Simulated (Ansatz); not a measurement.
# GaH₂NF−: an energy map over bond length N1–Ga2 and dihedral H4–N1–Ga2–F3

A grid of calculations on FGaH₂N, SMILES [NH-][GaH][F], charge −1, to see where the energy is lowest and how it rises around there.

Program: Ansatz 0.2.0. Level of theory: RKS PBE0-D4/def2-TZVPD. These are calculated values, not measurements.

### Step 1. The starting structure

SMILES `[NH-][GaH][F]`, 5 atoms, charge -1, spin multiplicity 1.

Atoms are counted from 1 here; the program's logs count them from 0.

Bond lengths: N1–Ga2 1.786 Å, N1–H4 1.037 Å, Ga2–F3 1.890 Å, Ga2–H5 1.595 Å. Angles: Ga2–N1–H4 110.1°, N1–Ga2–F3 127.2°, N1–Ga2–H5 129.9°, F3–Ga2–H5 102.9°.

Coordinates:

```xyz
5

N    -0.9277   -1.1186    0.0715
Ga    0.4025    0.0703    0.1424
F     0.4144    1.8163   -0.5822
H    -1.7359   -0.7183   -0.4405
H     1.8467   -0.0497    0.8088
```

This geometry comes from a loose relaxation at PBE in a small basis, which is not shown.

### Step 3. Plan of the scan

- bond length N1–Ga2: 9 values from 1.522 to 2.478 Å
- dihedral H4–N1–Ga2–F3: 10 values from −180 to 144 °, periodic

Nothing else is relaxed (all other coordinates rigid). Energies count from the relaxed molecule at the same level. Points are written as (first, second).

(The set-up runs are not shown.)

### Step 4. Point (1.761 Å, 0°)

input.yaml reads:

```yaml
crystal:
  periodic: [false, false, false]
  atoms:
    - { symbol: "N", position_ang: [-0.920837, -1.103278, 0.068064] }
    - { symbol: Ga, position_ang: [0.391693, 0.068656, 0.138459] }
    - { symbol: F, position_ang: [0.393209, 1.769619, -0.57151] }
    - { symbol: H, position_ang: [-1.714022, -0.701654, -0.438139] }
    - { symbol: H, position_ang: [1.830208, -0.050956, 0.802094] }
total_charge: -1
basis:
  gaussian: { orbitals: def2-TZVPD }
hamiltonian:
  xc: pbe0
  dispersion: d4
output:
  forces: true
```

On the command line:

```
ansatz run input.yaml --threads 1 --pin off --max-ram 2048MiB --backend cpu --events-out ev --progress --plain --runs-dir out
```

The session goes on with these runs: the other points that were computed.

Q: Predict the outcome of this session. Wanted: lowest point; highest computed point; largest force on an atom.

**Answer**, as computed:

| quantity | value |
| --- | --- |
| lowest point | (1.761 Å, 0°), 0.11 kJ/mol |
| highest computed point | (2.478 Å, −108°), 261 kJ/mol above the lowest |
| largest force on an atom (eV/Å) | 0.2 at (1.761 Å, 0°) to 12.9 at (1.522 Å, −180°); 0.2 at the lowest point |
| time for the whole task | 9.2 min on 1 thread, shared host |

The lowest computed point is at (1.761 Å, 0°), 0.11 kJ/mol from the relaxed molecule at the same level. The grid is coarse, so the lowest point of the scanned range may lie between grid points; coordinates that were held can hide deeper minima. There is a further well near (1.761 Å, −180°) (11 kJ/mol above the lowest at that grid point). The highest computed point, (2.478 Å, −108°), lies 261 kJ/mol above the lowest. On the interpolated surface the easiest way out of the lowest well to the well at (1.761 Å, −180°) passes a barrier of about 43 kJ/mol. Round the minimum the two coordinates are nearly uncoupled.
